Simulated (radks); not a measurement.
# Pr³⁺ in [Xe] 4f2: an all-electron calculation

Wanted: eigenvalues, radial structure and energy terms of the praseodymium ion Pr3+.

Method: non-relativistic Kohn-Sham, TPSS, spin-unpolarised, spherical densities, point nucleus. Code: radks (a radial shooting solver on a logarithmic mesh, Libxc functionals) version 1.

**1. What is computed**

| Quantity | Value |
| --- | --- |
| element | praseodymium (Z = 59) |
| charge | +3 |
| electrons | 56 |
| configuration | [Xe] 4f2 |

Outer shells as boxes (Hund's rule):

Pr³⁺
```
[Xe] core
4f [↑ ][↑ ][  ][  ][  ][  ][  ]
```

**2. Self-consistent calculation**

The run's settings:

```text
Z 59
configuration [Xe] 4f2 6s0 5d0 6p0 5f0
relativity non-relativistic
functional tpss,tpss
spin unpolarised
nucleus point
```

The run is started by

```sh
python run_ks.py task.json out
```

This one command runs every case of the session in turn.

Q: Predict the outcome of this run.

As calculated:

| quantity | value |
| --- | --- |
| total energy | -8922.2849 hartree |
| exchange-correlation share of it | 2.33 % |
| −T/E | 0.9997 |
| highest occupied level | 4f, -32.965 eV |
| most extended occupied level | 5p, <r> = 1.70 bohr |
| radius at density 0.001 e/bohr³ | 3.45 bohr |
| maxima of the radial density | 4 |
| ionisation energy, NIST | 38.98 (semi-emp.) eV |

**Reading.** 5 principal shells are occupied and 4 maxima appear in the radial density; where shells overlap, one shows as a shoulder or not at all. −T/E = 0.9997, near the virial value of 1. The top level binds by 32.965 eV, 85 % of the NIST ionisation energy of 38.98 eV; the potential of a semilocal functional falls off too fast, so its top eigenvalue is too shallow. Relativity is left out here, which matters for elements this heavy. Spin polarisation and multiplet splitting are left out.
